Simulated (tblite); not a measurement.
# C5H8F2O2Si: the cost of one run

Programs: tblite 0.8.0 and PySCF 2.14.0, with density-fitted response routines of our own. Each step states its level of theory. These are calculated values for one molecule in the gas phase, unless marked as measured. Atoms are numbered from 0 throughout.

## Step 1: Starting geometry

18 atoms, charge 0, multiplicity 1; geometry from: force field or distance geometry start.

Bonds of the start (Å): O0–C1 1.26, C1–C2 1.49, C2–F3 1.35, C2–O4 1.42, O4–C5 1.37, C5–F6 1.38, C5–C7 1.45, C7–C8 1.49, C8–Si9 1.84, Si9–C2 1.89, C1–H10 1.09, C5–H11 1.13, C7–H12 1.14, C7–H13 1.12, C8–H14 1.11, C8–H15 1.12, Si9–H16 1.46, Si9–H17 1.45.

## Step 2: Optimising the geometry with GFN2-xTB

What the job is given:

```
{"job": {"kind": "relax", "xc": "GFN2-xTB", "basis": "xTB"}, "charge": 0, "multiplicity": 1}
O      3.553000    -0.243000     0.077500
C      2.570600     0.186100    -0.576200
C      1.256400     0.392500     0.085200
F      1.282400     1.181400     1.184500
O      0.376500     0.874100    -0.915800
C     -0.825300     1.311100    -0.411600
F     -1.436700     2.053800    -1.407000
C     -1.755800     0.332600     0.123100
C     -1.296000    -1.067000     0.358200
Si     0.528800    -1.319100     0.401600
H      2.674200     0.406700    -1.642800
H     -0.592700     2.049300     0.412900
H     -2.187400     0.714800     1.101500
H     -2.647100     0.287900    -0.555400
H     -1.754900    -1.710400    -0.424100
H     -1.704700    -1.413400     1.344200
H      0.902300    -2.104200    -0.777200
H      1.047800    -1.926900     1.609800
```

Started as:

```
> OMP_NUM_THREADS=1 python probes_run.py task.json out
```

This one command runs all jobs of the session in turn.

**Question.** How long does this first job take on 1 thread of Arm Neoverse V1, shared host, and how much memory does it need?

About 1.6 s, with a peak of 0.16 GiB.
